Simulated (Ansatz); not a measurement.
# HSE06/def2-SVP (core potential) run of SnHClOF2 (SMILES [OH][Sn]([F])([F])[Cl])

Aim: the energy change on altering one bond length of SnHClOF2 at HSE06/def2-SVP (core potential), from 2 runs. 

Program for the calculation: Ansatz 0.2.0.

119 further runs of the same task are left out: 1 that didn't finish, 118 set aside as unsound or not needed. Runs told in other sessions of the task aren't counted.

**1. The molecule**

SnHClOF2: 6 atoms, total charge 0, spin state singlet. As SMILES, `[OH][Sn]([F])([F])[Cl]`. The coordinates come from a PBE0-D4/def2-TZVP relaxation. This is one conformer, not always the lowest.

Bond lengths: O1–Sn2 1.922 Å, Sn2–F3 1.884 Å, Sn2–F4 1.892 Å, Sn2–Cl5 2.279 Å, O1–H6 0.962 Å. Angles: O1–Sn2–F3 106.5°, O1–Sn2–F4 110.4°, O1–Sn2–Cl5 114.9°, F3–Sn2–F4 106.2°, F3–Sn2–Cl5 110.3°, F4–Sn2–Cl5 108.2°, Sn2–O1–H6 113.6°.

**2. The energy at HSE06/def2-SVP (core potential)**

Contents of input.yaml:

```yaml
crystal:
  periodic: [false, false, false]
  atoms:
    - {symbol: O, position_ang: [-0.464000, 0.283900, 1.476300]}
    - {symbol: Sn, position_ang: [0.252400, -0.175700, -0.247500]}
    - {symbol: F, position_ang: [1.982500, -0.856500, 0.056700]}
    - {symbol: F, position_ang: [-0.743300, -1.587100, -1.019700]}
    - {symbol: Cl, position_ang: [0.329400, 1.540600, -1.744400]}
    - {symbol: H, position_ang: [-1.315000, 0.730600, 1.432500]}
basis:
  gaussian:
    orbitals: def2-SVP
hamiltonian:
  xc: {name: HSE06}
accuracy: high
output: {orbitals: {seedname: orbitals}}
```

On the command line:

```console
ansatz run input.yaml --threads 1 --pin off --max-ram 3480MiB --events-out events.jsonl --progress --plain --runs-dir runs
```

The program printed:

```text
Warning: RAYON_NUM_THREADS=1 ignored (pool sized by the plan → 1); use --threads N
Functional definition: HSE06
  name "HSE06"
  parameter a = 0.25
  parameter omega = 0.11/bohr
  exchange = pbe_x - a*pbe_x_sr(omega) + a*exact_x_sr(omega)
  correlation = pbe_c
1947 factors; integrals over basis functions are off by at most 3.3e-9 eV
86 factors; integrals over basis functions are off by at most 1.4e-9 eV
mean field evaluation 1: about -25824.2535 eV, gradient 6.6e1 eV
mean field evaluation 2: about -25800.0950 eV, gradient 1.3e2 eV
mean field evaluation 4: about -25831.6930 eV, gradient 9.2e0 eV
mean field evaluation 8: about -25831.9680 eV, gradient 8.0e-1 eV
mean field evaluation 16: about -25831.9693 eV, gradient 3.0e-4 eV
mean field -25831.96928776 eV, -949.3073617875 hartree, gradient 3.7e-8 eV, S^2 0.000000; 0 other end points of the search recorded, 0 dependent functions left out
reference -25831.96929165 eV, -949.3073619306 hartree; 33, 33 occupied and 58, 58 virtual orbitals, 1947 factors
Total energy: -25831.96929165 eV, -949.3073619306 hartree
```

Run time: 11 s. Hardware: 1 thread of Arm Neoverse V2, shared host; peak memory 0.35 GiB.

**3. The distorted shape**

Contents of input.yaml:

```yaml
crystal:
  periodic: [false, false, false]
  atoms:
    - {symbol: O, position_ang: [0.216798, -0.073459, 1.511340]}
    - {symbol: Sn, position_ang: [0.933198, -0.533059, -0.212460]}
    - {symbol: F, position_ang: [2.663298, -1.213859, 0.091740]}
    - {symbol: F, position_ang: [-0.062502, -1.944459, -0.984660]}
    - {symbol: Cl, position_ang: [1.010198, 1.183241, -1.709360]}
    - {symbol: H, position_ang: [-1.315000, 0.730600, 1.432500]}
basis:
  gaussian:
    orbitals: def2-SVP
hamiltonian:
  xc: hse06
accuracy: high
output: {orbitals: {seedname: orbitals}}
```

On the command line:

```console
ansatz run input.yaml --threads 1 --pin off --max-ram 3480MiB --events-out events.jsonl --progress --plain --runs-dir runs
```

The program printed, shortened:

```text
Warning: RAYON_NUM_THREADS=1 ignored (pool sized by the plan → 1); use --threads N
[... 6 set-up lines as earlier in the session ...]
1949 factors; integrals over basis functions are off by at most 3.1e-9 eV
89 factors; integrals over basis functions are off by at most 9.8e-10 eV
mean field evaluation 1: about -25817.6909 eV, gradient 7.1e1 eV
mean field evaluation 2: about -25754.1194 eV, gradient 1.7e2 eV
mean field evaluation 4: about -25827.4308 eV, gradient 1.5e1 eV
mean field evaluation 8: about -25827.8641 eV, gradient 7.5e-1 eV
mean field evaluation 16: about -25827.9747 eV, gradient 3.6e-4 eV
mean field -25827.97470802 eV, -949.1605636898 hartree, gradient 5.9e-8 eV, S^2 0.000000; 0 other end points of the search recorded, 0 dependent functions left out
reference -25827.97471207 eV, -949.1605638385 hartree; 33, 33 occupied and 58, 58 virtual orbitals, 1949 factors
Total energy: -25827.97471207 eV, -949.1605638385 hartree
```

Wall time 10 s (1 thread of Arm Neoverse V2, shared host); peak memory 0.35 GiB.

**4. Results**

At HSE06/def2-SVP (core potential):

```
                                                         quantity          value
                                        first shape: total energy  -949.30736 Eh
                                         first shape: HOMO energy       -9.48 eV
                                         first shape: LUMO energy       -3.09 eV
                                       first shape: HOMO–LUMO gap        6.39 eV
                                    distorted shape: total energy  -949.16056 Eh
                                     distorted shape: HOMO energy       -9.13 eV
                                     distorted shape: LUMO energy       -5.09 eV
                                   distorted shape: HOMO–LUMO gap        4.04 eV
energy change with the O1–H6 bond stretched from 0.962 to 1.732 Å       3.995 eV
```

In words: With the O1–H6 bond stretched from 0.962 to 1.732 Å the energy rises by 3.99 eV (92 kcal/mol). The first shape isn't relaxed at this level, so the change isn't measured from a minimum. A restricted reference can't describe the breaking bond well at this length.
